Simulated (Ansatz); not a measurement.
What does this script print? It uses the Ansatz DFT code, driven from Python.

Contents of `ch3alfn.xyz`:
```text
7

F    -0.75380   -2.58150    1.23630
Al   -0.16570   -1.13390    0.29760
C     0.20920    0.73610    0.22970
N    -0.39320    0.31210   -0.97220
H     1.29450    1.03020    0.02540
H    -0.38690    1.41900    0.86550
H     0.25710    0.15000   -1.72810
```

`energy_ch3alfn.py`
```python
'''Electronic structure of the CH3AlFN molecule.'''

from pathlib import Path
import warnings

import ansatz as az
import numpy as np


def main() -> None:
    warnings.simplefilter('ignore', az.DeckWarning)

    molecule = az.Crystal.molecule_from_extxyz('ch3alfn.xyz')

    base = (
        molecule.calculation()
        .basis(gaussian='6-31G*')
        .functional('r2scan', dispersion='d4')
        .forces()
        .orbitals()
    )
    result = base.run(threads=1, runs_dir='runs')
    data = result.report

    print('reference energy %16.6f eV' % data['reference_energy_ev'])
    print('total energy     %16.6f eV' % data['free_energy_ev'])
    print('occupied orbitals outside the frozen core (up, down):', data['n_occupied'], ' frozen:', data['n_frozen'], ' virtual:', data['n_virtual'])

    state = data['mean_field']['state']
    print(f'mean field: {state["energy"]["hartree"]:.7f} Ha, <S^2> = {abs(state["spin_squared"]):.4f}, stability: {state.get("stability", {}).get("kind")}')

    symbols = [site.symbol for site in molecule.cartesian_sites]
    forces = np.array(data['forces_ev_ang'])
    print('largest force', round(float(np.linalg.norm(forces, axis=1).max()), 4), 'eV/A, rms', round(float(np.sqrt((forces ** 2).mean())), 4))

    charges = data['charge_distribution']
    print('dipole moment', round(4.803205 * float(np.linalg.norm(charges['dipole_moment_e_ang'])), 3), 'D')
    print('Mulliken:', [(s, round(q, 3)) for s, q in zip(symbols, charges['mulliken_charges_e'])])

    lines = Path(data['orbitals_path']).read_text().splitlines()
    field_of = lambda key: [line.split('=')[1].strip() for line in lines if line.startswith(key)]
    orbitals = [(27.211386 * float(e), s, float(n)) for e, s, n in zip(field_of('Ene='), field_of('Spin='), field_of('Occup='))]
    homo = max(e for e, _, n in orbitals if n > 0.5)
    lumo = min(e for e, _, n in orbitals if n < 0.5)
    print(f'HOMO {homo:.3f} eV, LUMO {lumo:.3f} eV, gap {lumo - homo:.3f} eV')


if __name__ == '__main__':
    main()
```

Output of `python energy_ch3alfn.py`:
```text
reference energy    -11884.593280 eV
total energy        -11884.617563 eV
occupied orbitals outside the frozen core (up, down): [19, 19]  frozen: 0  virtual: [51, 51]
mean field: -436.7507474 Ha, <S^2> = 0.0000, stability: minimum
largest force 4.8604 eV/A, rms 1.781
dipole moment 2.747 D
Mulliken: [('F', -0.422), ('Al', 0.767), ('C', -0.337), ('N', -0.689), ('H', 0.157), ('H', 0.192), ('H', 0.333)]
HOMO -4.298 eV, LUMO -3.382 eV, gap 0.916 eV
```

Notes:
- Total energies depend on the basis set; only differences at equal settings carry meaning.
- The geometry is a force-field or estimated start, not a minimum of this method, and the basis set is short of its limit.
- Total less reference energy is the dispersion correction.
- Levels such as HOMO and LUMO are orbital energies: with these approximate functionals they aren't the ionisation energy and electron affinity, and their gap isn't the fundamental gap.
- The orbitals are restricted, and with so small a gap a broken-symmetry state can lie lower.
- Timing: 5 s on 1 thread of Arm Neoverse V2, on a shared host, peak memory 0.19 GiB.
